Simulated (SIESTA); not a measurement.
# HfMoC2 in SIESTA: the effect of strain zz

HfMoC2:

```
Hf Mo C
1.0
     3.19142    0.00000    0.00000
     0.00000    3.19142    0.00000
     0.00000    0.00000    4.30576
Hf Mo C
1 1 2
Direct
  0.00000 0.00000 0.00000
  0.50000 0.50000 0.50000
  0.50000 0.50000 0.00000
  0.00000 0.00000 0.50000
```

The cell comes from a database or a generator and needn't be the stable form of this composition.

The cell isn't the ideal one: cell strained along z.

Alike in all runs:

```yaml
Program: SIESTA 5.4.2
Task: band structure
Functional: PBEsol
Potentials_or_basis: PseudoDojo 0.4 standard (PBEsol files)
Basis: DZP (energy shift 0.003 Ry; two zetas on semicore shells)
Grid_cutoff: 800 Ry
Energy_shift: 0.003 Ry
k_mesh: 8 × 8 × 6
Occupations: fermi-dirac, width 0.05 eV
Spin: no spin polarisation
```

Question: One run gave: pressure 1.4 GPa. Which strain zz did it use?
A. -0.04
B. -0.02
C. 0
D. 0.04
E. 0.02

Answer: B.

```tsv
strain zz	pressure (GPa)
-0.04	8.7
-0.02	1.4
0	-4.5
0.02	-9.4
0.04	-13.4
```

Caveats: short orbitals over semicore shells can move pressures by several GPa; the basis of atomic orbitals isn't converged, which shifts pressures, moduli and gaps.
